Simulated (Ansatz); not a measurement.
# Ti: the cost of one run

Program: Ansatz 0.2.0. Level of theory: DFT LDA, scalar-relativistic. These are calculated values, not measurements.

2 further runs of the same task are left out: 2 set aside as unsound or not needed.

## (1) The starting structure

It takes space group Fm-3m (No. 225, cubic). The conventional cell has a = 4.060 Å, b = 4.060 Å, c = 4.060 Å, α = 90.00°, β = 90.00°, γ = 90.00°. Around Ti (site symmetry m-3m) lie 12 Ti at 2.87 Å.

Coordinates:

```
Ti
1.0
     0.00000    2.03000    2.03000
     2.03000    0.00000    2.03000
     2.03000    2.03000    0.00000
Ti
1
Direct
  0.00000 0.00000 0.00000
```

## (2) After the deformation

Space group Fm-3m before, I4/mmm after.

## (3) Full-potential LAPW

Contents of input.yaml:

```yaml
crystal:
  lattice:
    - [0.0, 2.03, 1.9691]
    - [2.03, 0.0, 1.9691]
    - [2.03, 2.03, 0.0]
  atoms:
    - { symbol: Ti, position: [0.0, 0.0, 0.0] }
kpoints:
  mp_grid: { grid: [15, 15, 15] }
  band_path:
    path:
      - [0.0, 0.0, 0.0]
      - [0.0, 0.5, 0.5]
      - [0.25, 0.75, 0.5]
      - [0.0, 0.5, 0.0]
      - [0.0, 0.0, 0.0]
      - [0.5, 0.5, 0.0]
      - [0.3828515251, 0.6171484749, 0.0]
      - [-0.3828515251, 0.3828515251, 0.0]
      - [0.0, 0.0, 0.0]
    npoints: 5
scf:
  occupations: { method: fermi_dirac, width: 0.05 }
hamiltonian:
  xc: lda
  pseudopotentials: { kind: all_electron, lapw: { basis_error: 0.00025 } }
output:
  forces: true
  stress: true
  eigenvalues: true
```

The run is started by

```sh
$ ansatz run input.yaml --threads 1 --pin off --max-ram 3072MiB --backend cpu --events-out ev --progress --plain --runs-dir out
```

**Question.** How long does this run take on 1 thread of Arm Neoverse V2, shared host, and how much memory does it need?

About 17 s, with a peak of 0.39 GiB.
